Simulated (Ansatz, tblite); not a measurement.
# The cluster Sn3Bi2: which isomer is lowest

An exercise on one series of results from a longer session: the logs are not shown, and one member is left open.

Program: Ansatz 0.2.0, Gaussian basis. Level of theory: relaxed with PBE-D4/def2-SVP, singlet. These are calculated values, not measurements.

4 further runs of the same task are left out: 2 that didn't finish, 2 set aside as unsound or not needed.

## The system as given

5 atoms, charge 0, spin multiplicity 1.

Atoms are counted from 1 here; the program's logs count them from 0.

Bond lengths: Bi1–Bi2 3.090 Å, Bi1–Sn3 2.948 Å, Bi1–Sn4 3.133 Å, Bi1–Sn5 2.947 Å, Bi2–Sn3 2.947 Å, Bi2–Sn4 3.135 Å, Bi2–Sn5 2.949 Å, Sn3–Sn4 2.884 Å, Sn4–Sn5 2.883 Å. Angles: Bi2–Bi1–Sn3 58.4°, Bi2–Bi1–Sn4 60.5°, Bi2–Bi1–Sn5 58.4°, Sn3–Bi1–Sn4 56.5°, Sn3–Bi1–Sn5 102.9°, Sn4–Bi1–Sn5 56.5°, Bi1–Bi2–Sn3 58.4°, Bi1–Bi2–Sn4 60.4°, Bi1–Bi2–Sn5 58.4°, Sn3–Bi2–Sn4 56.5°, Sn3–Bi2–Sn5 102.9°, Sn4–Bi2–Sn5 56.5°, Bi1–Sn3–Bi2 63.2°, Bi1–Sn3–Sn4 65.0°, Bi2–Sn3–Sn4 65.0°, Bi1–Sn4–Bi2 59.1°, Bi1–Sn4–Sn3 58.5°, Bi1–Sn4–Sn5 58.5° and more.

Coordinates:

```
atom    x (Å)    y (Å)    z (Å)
 Bi1  -0.9712  -0.0589   1.5261
 Bi2  -0.7281  -0.7574  -1.4743
 Sn3  -0.9374   2.0332  -0.5508
 Sn4   1.6073   0.7719  -0.0485
 Sn5   1.0296  -1.9889   0.5475
```

Bi, Sn take a core potential in the def2 sets. No spin-orbit coupling is included.

A search from random starts with GFN1-xTB found 8 distinct shapes; 3 go on here. The structure above is candidate A, which lies 0.00 eV above the lowest at that level; B lies 0.17 eV above the lowest at that level; C lies 1.97 eV above the lowest at that level.

Set-up of the first run:

in.yaml

```yaml
crystal:
  periodic: [false, false, false]
  atoms:
    - {symbol: Bi, position_ang: [-0.971240, -0.058860, 1.526090]}
    - {symbol: Bi, position_ang: [-0.728150, -0.757360, -1.474320]}
    - {symbol: Sn, position_ang: [-0.937420, 2.033210, -0.550760]}
    - {symbol: Sn, position_ang: [1.607260, 0.771920, -0.048490]}
    - {symbol: Sn, position_ang: [1.029560, -1.988910, 0.547480]}
basis:
  gaussian: {orbitals: def2-SVP}
hamiltonian: {xc: pbe, dispersion: d4}
scf: {lower_state_search: "off"}
output: {orbitals: {seedname: orbitals}}
relax: {f_tol: 0.02, max_steps: 100}
```

Started as:

```console
ansatz run in.yaml --threads 4 --pin off --events-out ev --progress --plain --max-ram 4787MiB
```

Among the steps run: Relaxing candidate A; Relaxing candidate B; Relaxing candidate C; Candidate B, PBE0-D4/def2-TZVP; Candidate B, PBE-D4/def2-TZVP; Candidate B, r2SCAN-D4/def2-TZVP; Candidate B, ωB97M-V/def2-TZVP; Candidate B, B3LYP-D4/def2-TZVP; Candidate B, CCSD(T)/def2-SVP; Candidate C, PBE0-D4/def2-TZVP; Candidate C, PBE-D4/def2-TZVP; Candidate C, r2SCAN-D4/def2-TZVP; Candidate C, ωB97M-V/def2-TZVP; Candidate C, B3LYP-D4/def2-TZVP; Candidate C, CCSD(T)/def2-SVP.

One of the session's tables, all rows but one given; the rest of the session is left out.

```
             method  B above A (kcal/mol)
           GFN1-xTB                   4.0
           GFN2-xTB                   2.2
        HF/def2-SVP                     ?
   PBE-D4/def2-TZVP                   4.1
r2SCAN-D4/def2-TZVP                   4.7
 B3LYP-D4/def2-TZVP                   3.9
  PBE0-D4/def2-TZVP                   4.9
  ωB97M-V/def2-TZVP                   5.8
       MP2/def2-SVP                   4.0
      CCSD/def2-SVP                   4.5
   CCSD(T)/def2-SVP                   4.0
```

**Question.** Estimate the row for HF/def2-SVP.

The run gave: B above A (kcal/mol): 6.0. In the column «B above A (kcal/mol)» it is the highest.

Among the levels timed on like hardware and quicker than the yardstick, those that no quicker one beats, quickest first: GFN2-xTB (0.053 s, -1.9 kcal/mol); GFN1-xTB (0.056 s, 0.0 kcal/mol).

Times add the two runs; a level without a time comes out of a correlated run.

Caveats from the session: The yardstick is in a double-zeta basis, so levels in larger sets aren't compared like for like. CCSD(T)/def2-SVP isn't at the basis-set limit; small misses against it rank nothing. A random search of this size may have missed the true lowest shape. Only singlets are compared; another spin may lie lower and prefer another shape.
